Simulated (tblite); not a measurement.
# C6H12O2SSi: the cost of one run

Computed with tblite 0.8.0 and PySCF 2.14.0, with density-fitted response routines of our own, on a single molecule in the gas phase. Atoms count from 0, in the outputs and in this text.

## (1) The molecule as given

22 atoms, charge 0, multiplicity 1; geometry from: force field or distance geometry start.

Bonds of the start (Å): C0–C1 1.49, C1–Si2 1.84, Si2–O3 1.72, O3–C4 1.40, C4–C5 1.50, C4–O6 1.24, Si2–C7 1.89, C7–S8 1.83, S8–C9 1.84, C9–Si2 1.88, C0–H10 1.12, C0–H11 1.13, C0–H12 1.07, C1–H13 1.12, C1–H14 1.12, C5–H15 1.13, C5–H16 1.10, C5–H17 1.11, C7–H18 1.11, C7–H19 1.09, C9–H20 1.11, C9–H21 1.10.

## (2) Geometry optimisation with GFN2-xTB

What the job is given:

```
{"job": {"kind": "relax", "xc": "GFN2-xTB", "basis": "xTB"}, "charge": 0, "multiplicity": 1}
C     -2.106500    -1.732500    -0.001100
C     -1.537400    -0.657400     0.860700
Si    -0.440200     0.426700    -0.136600
O      1.039000    -0.295600    -0.631800
C      2.049300    -0.307100     0.341700
C      3.339400    -0.945900    -0.095200
O      1.925100     0.185500     1.475700
C     -0.159600     2.137800     0.604200
S     -0.060100     2.715400    -1.132400
C     -1.295400     1.400000    -1.493400
H     -2.280800    -2.642400     0.626800
H     -3.085000    -1.414600    -0.462100
H     -1.421700    -1.936400    -0.803600
H     -2.343900    -0.093800     1.398800
H     -0.906700    -1.122300     1.663100
H      4.055300    -0.116700    -0.365200
H      3.746200    -1.578700     0.702400
H      3.187500    -1.519000    -1.034700
H     -1.054000     2.572500     1.101800
H      0.813900     2.282200     1.076300
H     -2.316300     1.762800    -1.238300
H     -1.158400     0.898800    -2.458000
```

Launch:

```sh
$ OMP_NUM_THREADS=1 python probes_run.py task.json out
```

This one command runs all jobs of the session in turn.

**Question.** How long does this first job take on 1 thread of Arm Neoverse N1, shared host, and how much memory does it need?

About 3.1 s, with a peak of 0.18 GiB.
